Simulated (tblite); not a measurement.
# CH10SSi3: the cost of one run

Programs: tblite 0.8.0 and PySCF 2.14.0, with density-fitted response routines of our own. Each step states its level of theory. These are calculated values for one molecule in the gas phase, unless marked as measured. Atoms count from 0, in the outputs and in this text.

**1. The molecule as given**

15 atoms, charge 0, multiplicity 1; geometry from: force field or distance geometry start.

Bonds of the start (Å): C0–S1 1.80, S1–Si2 2.14, Si2–Si3 2.23, Si3–Si4 2.23, C0–H5 1.12, C0–H6 1.10, C0–H7 1.12, Si2–H8 1.47, Si2–H9 1.48, Si3–H10 1.47, Si3–H11 1.48, Si4–H12 1.46, Si4–H13 1.47, Si4–H14 1.48.

**2. Geometry optimisation with GFN2-xTB**

The job: settings as JSON, then the geometry in Å.

```
{"job": {"kind": "relax", "xc": "GFN2-xTB", "basis": "xTB"}, "charge": 0, "multiplicity": 1}
C     -3.130200    -0.337600     0.414700
S     -1.679100     0.556700     1.005600
Si    -0.398200     0.859300    -0.688000
Si     1.109100    -0.780200    -0.638700
Si     3.075000     0.187300    -0.204400
H     -3.686700    -0.755900     1.293700
H     -2.903700    -1.131900    -0.304400
H     -3.776900     0.444200    -0.061100
H     -1.168200     0.796200    -1.942100
H      0.218700     2.192300    -0.540700
H      1.180700    -1.500700    -1.913000
H      0.813500    -1.740600     0.452600
H      3.804500    -0.643900     0.756400
H      3.761500     0.332800    -1.499400
H      2.775300     1.529900     0.341200
```

On the command line:

```
OMP_NUM_THREADS=1 python probes_run.py task.json out
```

One launch serves the whole session: the jobs run in the order shown.

**Question.** How long does this first job take on 1 thread of Arm Neoverse N1, shared host, and how much memory does it need?

About 1.6 s, with a peak of 0.18 GiB.
